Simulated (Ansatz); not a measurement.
# KNa3H4: the cost of one run

Computed with Ansatz 0.2.0 (DFT PBEsol, scalar-relativistic, plane waves, PAW, unless a step's input says otherwise).

## (1) The system as given

The structure is cubic, space group Pm-3m (No. 221). Conventional cell: a = 5.119 Å, b = 5.119 Å, c = 5.119 Å, α = 90.00°, β = 90.00°, γ = 90.00°. K (site symmetry m-3m) is surrounded by 6 H at 2.56 Å. Na (site symmetry 4/mmm) is surrounded by 6 H at 2.56 Å. H (site symmetry m-3m) is surrounded by 6 Na at 2.56 Å. H (site symmetry 4/mmm) has 2 K at 2.56 Å and 4 Na at 2.56 Å as nearest neighbours.

Coordinates:

```cif
data_structure
_symmetry_space_group_name_H-M 'P 1'
_symmetry_Int_Tables_number 1
_cell_length_a 7.2389
_cell_length_b 7.2389
_cell_length_c 7.2389
_cell_angle_alpha 60.000
_cell_angle_beta 60.000
_cell_angle_gamma 60.000
_cell_volume 268.22
loop_
_atom_site_label
_atom_site_type_symbol
_atom_site_fract_x
_atom_site_fract_y
_atom_site_fract_z
_atom_site_occupancy
K1 K 0.75000 0.75000 0.75000 1
K2 K 0.25000 0.25000 0.25000 1
Na1 Na 0.75000 0.25000 0.25000 1
Na2 Na 0.25000 0.75000 0.75000 1
Na3 Na 0.75000 0.75000 0.25000 1
Na4 Na 0.25000 0.25000 0.75000 1
Na5 Na 0.25000 0.75000 0.25000 1
Na6 Na 0.75000 0.25000 0.75000 1
H1 H 0.50000 0.50000 0.50000 1
H2 H 0.00000 0.00000 0.00000 1
H3 H 0.50000 0.00000 0.00000 1
H4 H 0.00000 0.50000 0.50000 1
H5 H 0.50000 0.50000 0.00000 1
H6 H 0.00000 0.00000 0.50000 1
H7 H 0.00000 0.50000 0.00000 1
H8 H 0.50000 0.00000 0.50000 1
```

It goes back to an entry of the Materials Project, which need not be the stable form.

No relaxation comes first: the listed cell is the starting point.

## (2) The perfect supercell on the trajectory's mesh

File input.yaml:

```yaml
crystal:
  lattice:
    - [-5.118641, 5.118641, 0.0]
    - [0.0, 5.118641, -5.118641]
    - [-5.118641, 0.0, -5.118641]
  atoms:
    - { symbol: K, position: [0.75, 0.75, 0.75] }
    - { symbol: K, position: [0.25, 0.25, 0.25] }
    - { symbol: Na, position: [0.75, 0.25, 0.25] }
    - { symbol: Na, position: [0.25, 0.75, 0.75] }
    - { symbol: Na, position: [0.75, 0.75, 0.25] }
    - { symbol: Na, position: [0.25, 0.25, 0.75] }
    - { symbol: Na, position: [0.25, 0.75, 0.25] }
    - { symbol: Na, position: [0.75, 0.25, 0.75] }
    - { symbol: H, position: [0.5, 0.5, 0.5] }
    - { symbol: H, position: [0.0, 0.0, 0.0] }
    - { symbol: H, position: [0.5, 0.0, 0.0] }
    - { symbol: H, position: [0.0, 0.5, 0.5] }
    - { symbol: H, position: [0.5, 0.5, 0.0] }
    - { symbol: H, position: [0.0, 0.0, 0.5] }
    - { symbol: H, position: [0.0, 0.5, 0.0] }
    - { symbol: H, position: [0.5, 0.0, 0.5] }
  symmetry: { detect: false }
basis:
  ecutwfc: 420
kpoints:
  mp_grid: { grid: [2, 2, 2], shift: [0.5, 0.5, 0.5] }
hamiltonian:
  xc: pbesol
scf:
  occupations: { method: gaussian, width: 0.1 }
output:
  forces: true
  stress: true
  eigenvalues: true
```

Launch:

```console
$ ansatz run input.yaml --threads 4 --pin off --max-ram 5120MiB --backend cpu --events-out ev --progress --plain --runs-dir out
```

**Question.** How long does this run take on 4 threads of AMD EPYC 7R43 (Zen 3), shared host, and how much memory does it need?

About 2.5 s, with a peak of 0.61 GiB.
